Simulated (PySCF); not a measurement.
# H12In3N3 ((H2In-mu-NH2)3): the cost of one run

Programs: PySCF 2.14.0, with density-fitted response routines of our own. Each step states its level of theory. These are calculated values for one molecule in the gas phase, unless marked as measured. Atoms are numbered from 0 throughout.

## 1. The molecule as given

18 atoms, charge 0, multiplicity 1; geometry from: GFN2-xTB. The atoms were then displaced at random by about 0.03 Å, so the start is not that level's minimum.

Bonds of the start (Å): In0–H1 1.71, In0–H2 1.72, In0–N3 2.19, In0–N11 2.27, N3–In4 2.13, N3–H12 0.88, N3–H13 1.10, In4–H5 1.68, In4–H6 1.70, In4–N7 2.17, N7–In8 2.23, N7–H14 1.07, N7–H15 1.07, In8–H9 1.71, In8–H10 1.67, In8–N11 2.22, N11–H16 1.05, N11–H17 1.01.

## 2. Optimising the geometry at PBE0-D3(BJ)/def2-SVP

Job settings and geometry (Å):

```
{"job": {"xc": "PBE0", "basis": "def2-SVP", "d3": "d3bj", "grid": 1, "maxiter": 40, "shake": 0.03, "kind": "geom"}, "charge": 0, "multiplicity": 1}
In    -0.045170    -0.264700    -2.247710
H      0.693290     0.941280    -3.200700
H     -1.089770    -1.496490    -2.832870
N      1.452210    -1.047090    -0.861650
In     1.925850     0.155220     0.835680
H      3.048140    -0.736980     1.716660
H      2.143540     1.773660     0.381280
N      0.101210     0.073240     2.004120
In    -1.918900     0.032020     1.068510
H     -2.285960    -1.612370     0.756920
H     -2.900160     1.135890     1.852150
N     -1.326280     0.990330    -0.848940
H      2.106890    -1.287700    -1.398870
H      0.918820    -1.924350    -0.474540
H      0.102290    -0.803840     2.615640
H      0.044370     0.889920     2.689250
H     -2.176530     1.345470    -1.359970
H     -0.850160     1.853430    -0.617230
```

Launch:

```bash
$ OMP_NUM_THREADS=1 python probes_run.py task.json out
```

One launch serves the whole session: the jobs run in the order shown.

Q: Estimate the wall time and peak memory of this first job on 1 thread of Arm Neoverse V2, shared host.

About 5.7 min, with a peak of 0.82 GiB.
